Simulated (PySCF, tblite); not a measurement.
**C₅H₅F₂Se radical: geometry, infrared bands and EPR parameters**

Aim: predict the infrared bands and EPR parameters of C₅H₅F₂Se radical (`FC(F)[C@H]1[CH]C=C[Se]1`).

Programs: tblite 0.8.0 and PySCF 2.14.0, with density-fitted response routines of our own. Each step states its level of theory. These are calculated values for one molecule in the gas phase, unless marked as measured. Atoms are numbered from 0 throughout.

## Step 1: The starting structure

13 atoms, charge 0, multiplicity 2; geometry from: force field or distance geometry start.

Bonds of the start (Å): F0–C1 1.39, C1–F2 1.38, C1–C3 1.51, C3–C4 1.48, C4–C5 1.44, C5–C6 1.32, C6–Se7 1.96, Se7–C3 1.99, C1–H8 1.11, C3–H9 1.08, C4–H10 1.11, C5–H11 1.11, C6–H12 1.10.

## Step 2: Optimising the geometry with GFN2-xTB

Job settings and geometry (Å):

```
{"job": {"kind": "relax", "xc": "GFN2-xTB", "basis": "xTB"}, "charge": 0, "multiplicity": 2}
F      0.498800    -1.601700    -0.069100
C      1.425700    -0.610600    -0.381300
F      2.611400    -0.941300     0.246000
C      0.871800     0.713900     0.090000
C     -0.411800     1.006500    -0.576900
C     -1.473500     0.070900    -0.335600
C     -1.491300    -0.476000     0.870600
Se     0.034500     0.284900     1.841600
H      1.495800    -0.627000    -1.488600
H      1.581700     1.518400     0.174500
H     -0.692500     2.076400    -0.592900
H     -2.251700    -0.211200    -1.077300
H     -2.203300    -1.202700     1.281200
```

Run with:

```
> OMP_NUM_THREADS=1 python probes_run.py task.json out
```

The driver reads the jobs from task.json and runs them one after another.

**Question.** This job is followed by: GFN2-xTB harmonic vibrations, gas phase; UKS B3LYP, def2-TZVP-core on Se, pcH-1 on C F H, non-relativistic, mean-field spin-orbit, GIAO. Predict these results of the whole session: strongest single infrared mode (GFN2-xTB); zero-point energy (GFN2-xTB); g(iso) (B3LYP); ⟨S²⟩; largest a(iso); potential on the surface of density 0.002 e/bohr³, 1st and 99th percentile.

The runs gave:

```
                                                                  quantity                  value
                                 strongest single infrared mode (GFN2-xTB)  1018 cm⁻¹, 106 km/mol
                                              zero-point energy (GFN2-xTB)          52.9 kcal/mol
                                                            g(iso) (B3LYP)                2.01113
                                                                      ⟨S²⟩     0.770 (exact 0.75)
                                                            largest a(iso)     1H on H9, 86.1 MHz
potential on the surface of density 0.002 e/bohr³, 1st and 99th percentile     -1.03 V and 1.40 V
```

**Reading.** Over 57 steps the energy fell by 1.624 eV; of the close pairs, C6–Se7 changed most, 1.962 to 1.859 Å. No mode is imaginary among the 33: a minimum at this level. GFN2-xTB is a fitted tight-binding method: band positions and strengths are rough. Its intensities can rank the bands wrongly. The largest spin populations lie on C6 (0.58 e), C4 (0.55 e). The isotropic g lies 8.8 ppt above the free-electron value. The hyperfine terms hold no scalar relativity, which the heavier nuclei need. These values are for one conformer; the search (at its own cheap level) found 2 more, at 0.35, 0.36 kcal/mol, and measured spectra average over such forms.
